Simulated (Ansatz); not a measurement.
# ZrSeTe: the band gap up the ladder of functionals

An exercise on one series of results from a longer session: the logs are not shown, and one member is left open.

The runs shown are made with Ansatz 0.2.0. PAW datasets, plane waves. The calculation is spin-unpolarised, and the structure need not be a phase that has been made.

## The structure to begin with

The cell was relaxed beforehand with r2SCAN.

The sheet's in-plane cell has a = 3.827 Å, b = 3.827 Å (γ = 120.0°), and its outermost atoms lie 3.50 Å apart along the normal. Zr has 3 Se at 2.70 Å and 3 Te at 2.95 Å; Se has 3 Zr at 2.70 Å; Te has 3 Zr at 2.95 Å.

Structure file:

```cif
data_structure
_symmetry_space_group_name_H-M 'P 1'
_symmetry_Int_Tables_number 1
_cell_length_a 3.8274
_cell_length_b 3.8274
_cell_length_c 31.6293
_cell_angle_alpha 90.000
_cell_angle_beta 90.000
_cell_angle_gamma 120.000
_cell_volume 401.27
loop_
_atom_site_label
_atom_site_type_symbol
_atom_site_fract_x
_atom_site_fract_y
_atom_site_fract_z
_atom_site_occupancy
Zr1 Zr 0.33333 0.66667 0.28868 1
Se1 Se 0.66667 0.33333 0.33785 1
Te1 Te 0.66667 0.33333 0.22711 1
```
Periodic in the plane only; c spans the vacuum.

Set-up of the first run:

Input file input.yaml:

```yaml
crystal:
  lattice:
    - [3.8274348673, 0.0, 0.0]
    - [-1.9137174337, 3.3146558264, 0.0]
    - [0.0, 0.0, 31.6293141208]
  atoms:
    - { symbol: Zr, position: [0.3333333333, 0.6666666667, 0.2886784339] }
    - { symbol: Se, position: [0.6666666667, 0.3333333333, 0.3378524803] }
    - { symbol: Te, position: [0.6666666667, 0.3333333333, 0.2271075776] }
  periodic: [true, true, false]
kpoints:
  mp_grid: { grid: [12, 12, 1] }
  band_path:
    path:
      - [0, 0, 0]
      - [0.5, 0, 0]
      - [0.3333333333333, 0.3333333333333, 0]
      - [0, 0, 0]
    npoints: 10
hamiltonian:
  xc: pbe
scf:
  occupations: { method: fermi_dirac, width: 0.02 }
  n_extra_bands: 4
output:
  forces: true
  stress: true
  eigenvalues: true
```

Started as:

```bash
$ ansatz run input.yaml --threads 2 --pin off --max-ram 29491MiB --backend cpu --events-out ev --progress --plain --runs-dir out
```

Steps of the session up to this table: PBE band path; r2SCAN; HSE06; PBE+SOC at the same geometry; PBE0; LDA at the same geometry; Single point with HSE06+SOC; Single point with Hartree-Fock; r2SCANh at the same geometry.

One of the session's tables, all rows but one given; the rest of the session is left out.

| level | gap (eV) |
| --- | --- |
| PBE | 0.49 |
| r2SCAN | 0.75 |
| HSE06 | 1.04 |
| PBE+SOC | 0.35 |
| PBE0 | 1.71 |
| LDA | 0.42 |
| HSE06+SOC | 0.88 |
| Hartree-Fock | 5.97 |
| r2SCANh | ? |

Estimate the missing values for r2SCANh.

The run gave: gap (eV): 1.21. In the column «gap (eV)» it lies between HSE06 (1.04) and PBE0 (1.71).

Meshes: PBE 12×12×1, r2SCAN 12×12×1, HSE06 6×6×1, PBE+SOC 12×12×1, PBE0 6×6×1, LDA 12×12×1, HSE06+SOC 6×6×1, Hartree-Fock 6×6×1, r2SCANh 6×6×1

The gap runs from 0.35 eV (PBE+SOC) to 5.97 eV (Hartree-Fock). PBE reaches 47 % of the HSE06 value, and r2SCAN 72 %. PBE0 lies 0.67 eV above HSE06, which differs from it by screening the long-range exchange.

Limits of these values: Warnings in the runs' records: stress scf threshold loose, stress exchange threshold loose, xc potential rough in thin density.
